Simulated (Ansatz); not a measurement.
**Bi: stress in a strained cell**

Bi is deformed so: zz strain of +3 %. What stress and forces result, by LAPW, PAW and all-electron datasets made for the crystal?

Computed with Ansatz 0.2.0 (DFT LDA, scalar-relativistic, unless a step's input says otherwise).

## 1. The structure to begin with

The structure is trigonal, space group R-3m (No. 166). Conventional cell: a = 4.546 Å, b = 4.546 Å, c = 11.862 Å, α = 90.00°, β = 90.00°, γ = 120.00°. Bi (site symmetry 3m) is surrounded by 6 Bi at 3.07 to 3.53 Å.

As a file:

```cif
data_structure
_symmetry_space_group_name_H-M 'P 1'
_symmetry_Int_Tables_number 1
_cell_length_a 4.7458
_cell_length_b 4.7458
_cell_length_c 4.7458
_cell_angle_alpha 57.233
_cell_angle_beta 57.233
_cell_angle_gamma 57.233
_cell_volume 70.77
loop_
_atom_site_label
_atom_site_type_symbol
_atom_site_fract_x
_atom_site_fract_y
_atom_site_fract_z
_atom_site_occupancy
Bi1 Bi 0.23389 0.23389 0.23389 1
Bi2 Bi 0.76611 0.76611 0.76611 1
```

Atoms are numbered in the order of the input: Bi1, Bi2.

## 2. After the deformation

Space group R-3m before, R-3m after.

## 3. Full-potential LAPW

File input.yaml:

```yaml
crystal:
  lattice:
    - [2.2729996784, 1.3123169762, 4.07262]
    - [-2.2729996784, 1.3123169762, 4.07262]
    - [0.0, -2.6246339523, 4.07262]
  atoms:
    - { symbol: Bi, position: [0.23389, 0.23389, 0.23389] }
    - { symbol: Bi, position: [0.76611, 0.76611, 0.76611] }
kpoints:
  mp_grid: { grid: [11, 11, 11] }
  band_path:
    path:
      - [0.0, 0.0, 0.0]
      - [0.5, 0.5, 0.5]
      - [0.7641122399, 0.2358877601, 0.5]
      - [0.5, -0.2358877601, 0.2358877601]
      - [0.5, 0.0, 0.0]
      - [0.0, 0.0, 0.0]
      - [0.3679438801, -0.3679438801, 0.0]
      - [0.6320561199, 0.0, 0.3679438801]
      - [0.5, 0.0, 0.5]
    npoints: 5
scf:
  occupations: { method: fermi_dirac, width: 0.03 }
hamiltonian:
  xc: lda
  pseudopotentials: { kind: all_electron, lapw: { basis_error: 0.00025 } }
output:
  forces: true
  stress: true
  eigenvalues: true
```

Launch:

```console
$ ansatz run input.yaml --threads 1 --pin off --max-ram 3072MiB --backend cpu --events-out ev --progress --plain --runs-dir out
```

## 4. PAW on the default files

File input.yaml:

```yaml
crystal:
  lattice:
    - [2.2729996784, 1.3123169762, 4.07262]
    - [-2.2729996784, 1.3123169762, 4.07262]
    - [0.0, -2.6246339523, 4.07262]
  atoms:
    - { symbol: Bi, position: [0.23389, 0.23389, 0.23389] }
    - { symbol: Bi, position: [0.76611, 0.76611, 0.76611] }
kpoints:
  mp_grid: { grid: [11, 11, 11] }
scf:
  occupations: { method: fermi_dirac, width: 0.03 }
hamiltonian:
  xc: lda
  pseudopotentials: { kind: paw }
output:
  forces: true
  stress: true
  eigenvalues: true
  efg: { contact_densities: true }
```

## 5. All-electron PAW on datasets made for the crystal

Changes to input.yaml since step 4:

```diff
@@ -14,3 +14,3 @@
   xc: lda
-  pseudopotentials: { kind: paw }
+  pseudopotentials: { kind: all_electron, datasets: crystal }
 output:
```

(Steps that only read results are left out.)

**Question.** What will these runs give? Wanted: pressure; largest shear or deviatoric stress.

The runs gave:

```
                                 quantity                                              value
                                 pressure  LAPW -2.90, PAW -2.92, crystal datasets -2.90 GPa
largest shear or deviatoric stress (LAPW)                                           0.32 GPa
```

In words: The largest part of the stress beyond the pressure is 0.32 GPa in size, in the zz component; the atoms are carried along and not relaxed. No run of the undeformed cell stands beside it, so the pressure holds what the given cell had before the change. PAW: stress within 0.02 GPa of LAPW, forces within 1 meV/Å. Crystal datasets: stress within 0.01 GPa of LAPW, forces within 1 meV/Å. Spin-orbit coupling is left out, though the cell holds Bi; in elements this heavy it can shift bands and gaps by tenths of an eV.
